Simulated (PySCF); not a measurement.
# [Tl(NH2)2]−: how settings move a single point

Aim: repeat the single point on relaxed [Tl(NH2)2]− with altered settings, some of them bad on purpose. The species was built from a template and needn't be a known compound.

The runs use PySCF 2.14.0; PBE0, Tl def2-SVP with ECP60, N def2-SVP, H def2-SVP; scalar-relativistic core potentials, no spin–orbit coupling.

2 further runs of the same task are left out: 2 for a known fault of the program.

### Step 1. The system as given

7 atoms, charge -1, spin multiplicity 1.

Bond lengths: Tl1–N2 2.522 Å, Tl1–N5 2.522 Å, N2–H3 1.032 Å, N2–H4 1.032 Å, N5–H6 1.032 Å, N5–H7 1.032 Å. Angles: N2–Tl1–N5 180.0°, Tl1–N2–H3 128.9°, Tl1–N2–H4 128.9°, H3–N2–H4 102.3°, Tl1–N5–H6 128.9°, Tl1–N5–H7 128.9°, H6–N5–H7 102.3°.

As a file:

```
Tl    0.0000    0.0000    0.0000
N     0.0000    0.0000    2.5223
H     0.5684    0.5684    3.1697
H    -0.5684   -0.5684    3.1697
N     0.0000    0.0000   -2.5223
H     0.5684   -0.5684   -3.1697
H    -0.5684    0.5684   -3.1697
```

Formal oxidation states: Tl +1. An earlier session relaxed this geometry at PBE0, Tl def2-SVP with ECP60, N def2-SVP, H def2-SVP (singlet, point group D2d). Its vibrations showed it to be a saddle point, relaxed within its symmetry.

The sound run used a (50, 194) grid (finer on f atoms), a threshold of 1e-8 and at most 55 cycles, and ended at -284.149397 Eh.

### Step 2. Altered run 1

The input, run.py (the lines that set the calculation):

```python
mol = gto.M(atom='''
Tl     0.00000     0.00000     0.00000
N      0.00000     0.00000     2.82492
H      0.63662     0.63662     3.55011
H     -0.63662    -0.63662     3.55011
N      0.00000     0.00000    -2.82492
H      0.63662    -0.63662    -3.55011
H     -0.63662     0.63662    -3.55011''',
    basis={'Tl': 'def2-SVP', 'N': 'def2-SVP', 'H': 'def2-SVP'},
    ecp={'Tl': 'def2-SVP'},
    charge=-1, spin=0)
mf = dft.RKS(mol, xc='PBE0')
mf.grids.atom_grid = (50, 194)
mf = mf.density_fit()  # fitting sets: Tl def2-universal-JKFIT, N def2-universal-JKFIT, H def2-universal-JKFIT
mf.conv_tol = 1e-08; mf.max_cycle = 55
mf.kernel(dm0)  # dm0: free metal ions and neutral atoms
```

Started as:

```
$ OMP_NUM_THREADS=2 python run.py
```

The log of the run:

```text
init E= -289.956601643846
  HOMO = 0.12263763075792  LUMO = 0.213681140132143  gap/eV = 2.47742
cycle= 1 E= -280.518626218069  delta_E= 9.44  |g|= 2.76  |ddm|= 4.01
cycle= 2 E= -253.247868865733  delta_E= 27.3  |g|= 7.25  |ddm|= 8.71
  HOMO = -0.263670125587504  LUMO = 0.0298513510860567  gap/eV = 7.98713
cycle= 3 E= -282.220772210864  delta_E=  -29  |g|= 2.78  |ddm|= 7.51
  HOMO = 0.012483065245199  LUMO = 0.130779583392879  gap/eV = 3.21901
cycle= 4 E= -283.80264305858  delta_E= -1.58  |g|= 0.931  |ddm|= 2.92
  HOMO = -0.0475743188480846  LUMO = 0.140842347582911  gap/eV = 5.12708
cycle= 5 E= -283.981800230425  delta_E= -0.179  |g|= 0.601  |ddm|= 1.05
  HOMO = 0.00882172959423972  LUMO = 0.108523095442865  gap/eV = 2.71301
cycle= 6 E= -284.099015992335  delta_E= -0.117  |g|= 0.0561  |ddm|= 0.837
  HOMO = 0.00754320735032666  LUMO = 0.112119060025832  gap/eV = 2.84565
cycle= 7 E= -284.100058219499  delta_E= -0.00104  |g|= 0.0381  |ddm|= 0.138
  HOMO = 0.00571872842093339  LUMO = 0.112679939927204  gap/eV = 2.91056
cycle= 8 E= -284.100423172302  delta_E= -0.000365  |g|= 0.0164  |ddm|= 0.029
  HOMO = 0.00511362742725972  LUMO = 0.1128064291812  gap/eV = 2.93047
cycle= 9 E= -284.100467104573  delta_E= -4.39e-05  |g|= 0.0111  |ddm|= 0.012
  HOMO = 0.00415348244260818  LUMO = 0.11302540049802  gap/eV = 2.96256
cycle= 10 E= -284.100500785712  delta_E= -3.37e-05  |g|= 0.00314  |ddm|= 0.00982
  HOMO = 0.00386338307013845  LUMO = 0.113179713708444  gap/eV = 2.97465
cycle= 11 E= -284.100503878259  delta_E= -3.09e-06  |g|= 9.2e-05  |ddm|= 0.00368
  HOMO = 0.00385663609758524  LUMO = 0.113181002727377  gap/eV = 2.97487
cycle= 12 E= -284.100503880943  delta_E= -2.68e-09  |g|= 5.88e-06  |ddm|= 0.000111
  HOMO = 0.00385853461833424  LUMO = 0.11318129131863  gap/eV = 2.97482
Extra cycle  E= -284.100503880903  delta_E= 4.04e-11  |g|= 1.31e-05  |ddm|= 2.29e-05
converged SCF energy = -284.100503880903
```

It took 1.5 s on 2 threads of Intel Xeon 6975P-C (Granite Rapids), shared host.

Changed: the scale of all coordinates (1.12). It converges in 12 cycles, +1.330 eV from the sound run, with a largest force component of 2.84 eV/Å. The setting is unsound, so these numbers aren't the compound's.

### Step 3. Altered run 2

The input, run.py (the lines that set the calculation):

```python
mol = gto.M(atom='''
Tl     0.00000     0.00000     0.00000
N      0.00000     0.00000     2.52225
H      0.56841     0.56841     3.16974
H     -0.56841    -0.56841     3.16974
N      0.00000     0.00000    -2.52225
H      0.56841    -0.56841    -3.16974
H     -0.56841     0.56841    -3.16974''',
    basis={'Tl': 'def2-SVP', 'N': 'def2-SVP', 'H': 'def2-SVP'},
    ecp={'Tl': 'def2-SVP'},
    charge=-1, spin=0)
mf = dft.RKS(mol, xc='PBE0')
mf.grids.atom_grid = (50, 194)
mf = mf.density_fit()  # fitting sets: Tl def2-universal-JKFIT, N def2-universal-JKFIT, H def2-universal-JKFIT
mf.conv_tol = 1e-08; mf.max_cycle = 55
mf.kernel(dm0)  # dm0: smeared density
```

Started as:

```
$ OMP_NUM_THREADS=2 python run.py
```

The log of the run:

```text
init E= -284.087600386757
  HOMO = -0.00750780745232648  LUMO = 0.134257372778908  gap/eV = 3.85763
cycle= 1 E= -284.143890800184  delta_E= -0.0563  |g|= 0.125  |ddm|= 0.312
  HOMO = 0.0303830133903436  LUMO = 0.140841421400936  gap/eV = 3.00573
cycle= 2 E= -284.119183562634  delta_E= 0.0247  |g|= 0.328  |ddm|= 0.502
  HOMO = 0.00497182999866793  LUMO = 0.138847616837438  gap/eV = 3.64295
cycle= 3 E= -284.149345490532  delta_E= -0.0302  |g|= 0.0134  |ddm|= 0.322
  HOMO = 0.00344046738723356  LUMO = 0.139544232137734  gap/eV = 3.70357
cycle= 4 E= -284.149396068464  delta_E= -5.06e-05  |g|= 0.00229  |ddm|= 0.0128
  HOMO = 0.00318767539295304  LUMO = 0.139438545496552  gap/eV = 3.70758
cycle= 5 E= -284.149397130319  delta_E= -1.06e-06  |g|= 0.000913  |ddm|= 0.00223
  HOMO = 0.0031074378991645  LUMO = 0.139480795426037  gap/eV = 3.71091
cycle= 6 E= -284.149397378728  delta_E= -2.48e-07  |g|= 0.000158  |ddm|= 0.00119
  HOMO = 0.00308744830551892  LUMO = 0.13947866971951  gap/eV = 3.71139
cycle= 7 E= -284.149397385653  delta_E= -6.93e-09  |g|= 1.65e-05  |ddm|= 0.000194
  HOMO = 0.00308799108052943  LUMO = 0.139481406206583  gap/eV = 3.71145
Extra cycle  E= -284.149397385667  delta_E= -1.39e-11  |g|= 1.53e-05  |ddm|= 6.74e-05
converged SCF energy = -284.149397385667
```

It took 1.3 s on 2 threads of Intel Xeon 6975P-C (Granite Rapids), shared host.

Changed: the starting guess (smeared density). It converges in 7 cycles, at the sound run's energy within 0.001 eV, with a largest force component of 0.00 eV/Å. The result survives the change.

### Step 4. Altered run 3

Edit run.py (the lines that set the calculation) of step 3 so:

```diff
@@ -14,3 +14,3 @@
 mf = mf.density_fit()  # fitting sets: Tl def2-universal-JKFIT, N def2-universal-JKFIT, H def2-universal-JKFIT
-mf.conv_tol = 1e-08; mf.max_cycle = 55
-mf.kernel(dm0)  # dm0: smeared density
+mf.conv_tol = 1e-08; mf.max_cycle = 66
+mf.kernel(dm0)  # dm0: core Hamiltonian
```

Started as:

```
$ OMP_NUM_THREADS=2 python run.py
```

The log of the run:

```text
init E= -267.876493375304
  HOMO = 0.541469839894604  LUMO = 0.619081576042996  gap/eV = 2.11192
cycle= 1 E= -253.3527998126  delta_E= 14.5  |g|= 7.98  |ddm|= 34.7
cycle= 2 E= -275.177621051776  delta_E= -21.8  |g|= 5.47  |ddm|= 34.1
  HOMO = -0.212442723954169  LUMO = -0.151658517379808  gap/eV = 1.65402
cycle= 3 E= -281.634851347551  delta_E= -6.46  |g|= 2.45  |ddm|= 6.57
  HOMO = -0.006316680145531  LUMO = 0.0839503699351492  gap/eV = 2.45629
cycle= 4 E= -282.95293415717  delta_E= -1.32  |g|= 2.18  |ddm|= 5.92
  HOMO = -0.0247299890324368  LUMO = 0.158718456674122  gap/eV = 4.99189
cycle= 5 E= -284.09088494371  delta_E= -1.14  |g|= 0.41  |ddm|= 1.66
  HOMO = 0.0223040788674284  LUMO = 0.139226856314583  gap/eV = 3.18163
cycle= 6 E= -284.146108845524  delta_E= -0.0552  |g|= 0.102  |ddm|= 0.737
  HOMO = 0.00317838142781872  LUMO = 0.139570055346775  gap/eV = 3.71141
cycle= 7 E= -284.149381443187  delta_E= -0.00327  |g|= 0.00837  |ddm|= 0.119
  HOMO = 0.00316961909975784  LUMO = 0.139217336068192  gap/eV = 3.70205
cycle= 8 E= -284.149393941364  delta_E= -1.25e-05  |g|= 0.00289  |ddm|= 0.00989
  HOMO = 0.00302436142978229  LUMO = 0.139502150778684  gap/eV = 3.71375
cycle= 9 E= -284.149397329618  delta_E= -3.39e-06  |g|= 0.000444  |ddm|= 0.00571
  HOMO = 0.00308938509402134  LUMO = 0.13949079423833  gap/eV = 3.71167
cycle= 10 E= -284.149397384184  delta_E= -5.46e-08  |g|= 6.35e-05  |ddm|= 0.000524
  HOMO = 0.00308725915919127  LUMO = 0.139481092899838  gap/eV = 3.71147
cycle= 11 E= -284.149397385694  delta_E= -1.51e-09  |g|= 1.16e-05  |ddm|= 0.00012
  HOMO = 0.00309006537866831  LUMO = 0.139480060863858  gap/eV = 3.71136
Extra cycle  E= -284.149397385587  delta_E= 1.07e-10  |g|= 2.3e-05  |ddm|= 4.14e-05
converged SCF energy = -284.149397385587
```

Wall time 1.6 s (2 threads of Intel Xeon 6975P-C (Granite Rapids), shared host).

Changed: the starting guess (bare core Hamiltonian); the cycle limit is 66. It converges in 11 cycles, at the sound run's energy within 0.001 eV, with a largest force component of 0.00 eV/Å. The result survives the change.

### Step 5. Altered run 4

Edit run.py (the lines that set the calculation) of step 4 so:

```diff
@@ -14,3 +14,3 @@
 mf = mf.density_fit()  # fitting sets: Tl def2-universal-JKFIT, N def2-universal-JKFIT, H def2-universal-JKFIT
-mf.conv_tol = 1e-08; mf.max_cycle = 66
-mf.kernel(dm0)  # dm0: core Hamiltonian
+mf.conv_tol = 0.001; mf.max_cycle = 55
+mf.kernel(dm0)  # dm0: free metal ions and neutral atoms
```

Started as:

```
$ OMP_NUM_THREADS=2 python run.py
```

The log of the run:

```text
init E= -290.391633819625
  HOMO = 0.144471966164126  LUMO = 0.232019854941053  gap/eV = 2.38230
cycle= 1 E= -281.304519394452  delta_E= 9.09  |g|= 2.59  |ddm|= 4.09
cycle= 2 E= -257.16708863728  delta_E= 24.1  |g|= 6.72  |ddm|= 9.59
  HOMO = -0.292073390334522  LUMO = 0.00609557247357562  gap/eV = 8.11359
cycle= 3 E= -282.929195826357  delta_E= -25.8  |g|= 2.29  |ddm|= 9.17
  HOMO = 0.0193990520466691  LUMO = 0.180044619380208  gap/eV = 4.37139
cycle= 4 E= -283.98087946148  delta_E= -1.05  |g|= 0.704  |ddm|= 3.03
  HOMO = -0.0147480316879359  LUMO = 0.154493023388794  gap/eV = 4.60528
cycle= 5 E= -284.094144811065  delta_E= -0.113  |g|= 0.405  |ddm|= 0.729
  HOMO = 0.00480553712740037  LUMO = 0.135526410935565  gap/eV = 3.55710
cycle= 6 E= -284.149070633864  delta_E= -0.0549  |g|= 0.0286  |ddm|= 0.631
  HOMO = 0.00546957972478465  LUMO = 0.138831690132094  gap/eV = 3.62897
cycle= 7 E= -284.149295574973  delta_E= -0.000225  |g|= 0.0186  |ddm|= 0.0689
  HOMO = 0.000282632499744501  LUMO = 0.139545207438041  gap/eV = 3.78953
Extra cycle  E= -284.149017679305  delta_E= 0.000278  |g|= 0.0371  |ddm|= 0.0559
converged SCF energy = -284.149017679305
```

Run time: 1.3 s. Hardware: 2 threads of Intel Xeon 6975P-C (Granite Rapids), shared host.

Changed: the SCF threshold (0.001). It converges in 7 cycles, +0.010 eV from the sound run, with a largest force component of 0.05 eV/Å. The setting is unsound, so these numbers aren't the compound's.

### Step 6. Altered run 5

Edit run.py (the lines that set the calculation) of step 5 so:

```diff
@@ -10,7 +10,7 @@
     ecp={'Tl': 'def2-SVP'},
-    charge=-1, spin=0)
-mf = dft.RKS(mol, xc='PBE0')
+    charge=-1, spin=8)
+mf = dft.UKS(mol, xc='PBE0')
 mf.grids.atom_grid = (50, 194)
 mf = mf.density_fit()  # fitting sets: Tl def2-universal-JKFIT, N def2-universal-JKFIT, H def2-universal-JKFIT
-mf.conv_tol = 0.001; mf.max_cycle = 55
+mf.conv_tol = 1e-08; mf.max_cycle = 66
 mf.kernel(dm0)  # dm0: free metal ions and neutral atoms
```

Started as:

```
$ OMP_NUM_THREADS=2 python run.py
```

The log of the run:

```text
init E= -291.420862638927
cycle= 1 E= -280.956629551544  delta_E= 10.5  |g|=  1.8  |ddm|= 9.21
cycle= 2 E= -268.695111892088  delta_E= 12.3  |g|= 4.11  |ddm|= 10.7
cycle= 3 E= -283.328229757714  delta_E= -14.6  |g|= 0.567  |ddm|= 5.58
cycle= 4 E= -283.455588260396  delta_E= -0.127  |g|= 0.29  |ddm|= 2.45
cycle= 5 E= -283.506919172619  delta_E= -0.0513  |g|= 0.0296  |ddm|= 0.765
cycle= 6 E= -283.507496898531  delta_E= -0.000578  |g|= 0.0128  |ddm|= 0.127
cycle= 7 E= -283.507613583787  delta_E= -0.000117  |g|= 0.00352  |ddm|= 0.0313
cycle= 8 E= -283.507627315594  delta_E= -1.37e-05  |g|= 0.000882  |ddm|= 0.02
cycle= 9 E= -283.50762842637  delta_E= -1.11e-06  |g|= 0.000101  |ddm|= 0.00538
cycle= 10 E= -283.507628444537  delta_E= -1.82e-08  |g|= 2.68e-05  |ddm|= 0.000655
cycle= 11 E= -283.507628445435  delta_E= -8.98e-10  |g|= 2.64e-06  |ddm|= 0.00012
Extra cycle  E= -283.507628445442  delta_E= -7.11e-12  |g|= 1.97e-06  |ddm|= 1.29e-05
converged SCF energy = -283.507628445442  <S^2> = 20.009491  2S+1 = 9.0021089
```

Wall time 2.4 s (2 threads of Intel Xeon 6975P-C (Granite Rapids), shared host).

Changed: the spin (8 unpaired electrons); the cycle limit is 66. It converges in 11 cycles, +17.463 eV from the sound run, with a largest force component of 2.27 eV/Å. The setting is unsound, so these numbers aren't the compound's.

### Step 7. Results

| run | changed | ending | energy change (eV) | cycles | time | usable |
| --- | --- | --- | --- | --- | --- | --- |
| 1 | the scale of all coordinates | converged | +1.330 | 12 | 1.5 s | no |
| 2 | the starting guess | converged | 0.000 | 7 | 1.3 s | yes |
| 3 | the starting guess | converged | 0.000 | 11 | 1.6 s | yes |
| 4 | the SCF threshold | converged | +0.010 | 7 | 1.3 s | no |
| 5 | the spin | converged | +17.463 | 11 | 2.4 s | no |

2 of 5 altered runs give a usable result. 3 ended normally with numbers unfit to quote.
